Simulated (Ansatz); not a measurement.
# Si2H3F3 (SMILES F[Si](F)(F)[SiH3]): a first try and a second

Wanted: the energy of Si2H3F3, RPA@r2SCAN0/6-311++G(3df,3pd).

Program for the calculation: Ansatz 0.2.0.

3 further runs of the same task are left out: 2 that didn't finish, 1 set aside as unsound or not needed.

## 1. The system as given

Si2H3F3: 8 atoms, total charge 0, spin state singlet. As SMILES, `F[Si](F)(F)[SiH3]`. The shape is that of a PBE0-D4/def2-TZVP optimisation.

Bond lengths: F1–Si2 1.582 Å, Si2–F3 1.582 Å, Si2–F4 1.582 Å, Si2–Si5 2.328 Å, Si5–H6 1.484 Å, Si5–H7 1.484 Å, Si5–H8 1.484 Å. Some angles: F1–Si2–F3 107.0°, F1–Si2–F4 107.0°, F1–Si2–Si5 111.9°, F3–Si2–F4 107.0°, F3–Si2–Si5 111.9°, F4–Si2–Si5 111.9°, Si2–Si5–H6 108.7°, Si2–Si5–H7 108.7°, Si2–Si5–H8 108.7°, H6–Si5–H7 110.2°.

## 2. The input as first written

Input file in.yaml:

```yaml
crystal:
  periodic: [false, false, false]
  atoms:
    - {symbol: F, position_ang: [1.310500, -1.060500, 1.504800]}
    - {symbol: Si, position_ang: [0.534400, -0.990500, 0.128500]}
    - {symbol: F, position_ang: [-0.479300, -2.204500, 0.107900]}
    - {symbol: F, position_ang: [1.595600, -1.255900, -1.013900]}
    - {symbol: Si, position_ang: [-0.550700, 1.050400, -0.152600]}
    - {symbol: H, position_ang: [-1.525600, 1.227900, 0.951900]}
    - {symbol: H, position_ang: [0.460600, 2.135800, -0.122800]}
    - {symbol: H, position_ang: [-1.253300, 1.040400, -1.459500]}
basis:
  gaussian:
    orbitals: 6-311++G_3df_3pd_.json
    fitting: {mean_field: cc-pVDZ}
magnetization:
  spin_polarized: false
  initial_magnetization: 0
hamiltonian:
  xc: {name: r2SCAN0}
correlation:
  method: rpa
  electrons: outside_noble_gas
```

The basis set 6-311++G(3df,3pd) is read from a file made from the Basis Set Exchange's data (not shown).

Command:

```
$ ansatz run in.yaml --threads 1 --pin off --max-ram 2610MiB --events-out events.jsonl --progress --plain --runs-dir runs
```

What it wrote:

```text
Warning: RAYON_NUM_THREADS=1 ignored (pool sized by the plan → 1); use --threads N
Functional definition: r2SCAN0
  name "r2SCAN0"
  parameter a = 0.25
  parameter k0 = 0.174
  parameter k1 = 0.065
  parameter a1 = 4.9479
  exchange = (1 - a)*r2scan_x(k0 = k0, k1 = k1, a1 = a1) + a*exact_x
  correlation = r2scan_c
93 factors; integrals over basis functions are off by at most 1.1e2 eV
mean field evaluation 1: about -24045.9110 eV, gradient 3.5e1 eV
mean field evaluation 2: about -24045.9062 eV, gradient 3.5e1 eV
mean field evaluation 4: about -24047.1684 eV, gradient 4.9e0 eV
mean field evaluation 8: about -24047.2037 eV, gradient 4.4e-2 eV
mean field evaluation 16: about -24047.2037 eV, gradient 7.5e-6 eV
mean field -24047.20369606 eV, -883.7184360501 hartree, gradient 3.9e-6 eV, S^2 0.000000; 0 other end points of the search recorded, 0 dependent functions left out
13 core orbitals not correlated: weight in the atoms' cores, before any rotation towards them, 1.000 or more for the frozen orbitals, at most 0.000 for the correlated occupied ones
reference -23821.93972049 eV, -875.4401376373 hartree; 16, 16 occupied and 236, 236 virtual orbitals, 93 factors
Total energy: -23853.40894446 eV, -876.5966102876 hartree
```

Wall time 12 s (1 thread of Intel Xeon Platinum 8488C (Sapphire Rapids), shared host); peak memory 0.21 GiB.

## 3. Diagnosis

It ran to the end. The result can't be trusted all the same.

Cause: the fitting set doesn't suit the orbital basis or method. To mend it: integral approximation default in place of cc-pVDZ.

## 4. Second attempt

in.yaml, as its differences from that of step 2:

```diff
@@ -14,3 +14,2 @@
     orbitals: 6-311++G_3df_3pd_.json
-    fitting: {mean_field: cc-pVDZ}
 magnetization:
@@ -23 +22,2 @@
   electrons: outside_noble_gas
+output: {orbitals: {seedname: orbitals}}
```

The basis set 6-311++G(3df,3pd) is read from a file made from the Basis Set Exchange's data (not shown).

Command:

```
$ ansatz run in.yaml --threads 1 --pin off --max-ram 2610MiB --events-out events.jsonl --progress --plain --runs-dir runs
```

What it wrote, cut to the lines that bear on the results:

```text
Warning: RAYON_NUM_THREADS=1 ignored (pool sized by the plan → 1); use --threads N
Functional definition: r2SCAN0
  name "r2SCAN0"
[...]
1580 factors; integrals over basis functions are off by at most 1.7e-3 eV
[...]
mean field -23957.75154140 eV, -880.4311299992 hartree, gradient 2.5e-6 eV, S^2 0.000000; 0 other end points of the search recorded, 0 dependent functions left out
13 core orbitals not correlated: weight in the atoms' cores, before any rotation towards them, 1.000 or more for the frozen orbitals, at most 0.000 for the correlated occupied ones
reference -23898.33049254 eV, -878.2474467306 hartree; 16, 16 occupied and 236, 236 virtual orbitals, 1580 factors
Total energy: -23936.53927250 eV, -879.6515934952 hartree
```

It took 25 s on 1 thread of Intel Xeon Platinum 8488C (Sapphire Rapids), shared host; peak memory 0.74 GiB.

## 5. Outcome

At RPA@r2SCAN0/6-311++G(3df,3pd):

| quantity | value |
| --- | --- |
| total energy | -879.65159 Eh |
| HOMO energy (r2SCAN0 Kohn–Sham orbitals) | -9.61 eV |
| LUMO energy (r2SCAN0 Kohn–Sham orbitals) | -0.22 eV |
| HOMO–LUMO gap (r2SCAN0 Kohn–Sham orbitals) | 9.39 eV |
| RPA correlation energy (valence) | -1404.1 mEh |

In words: The first attempt's energy was +83.130 eV off this one.
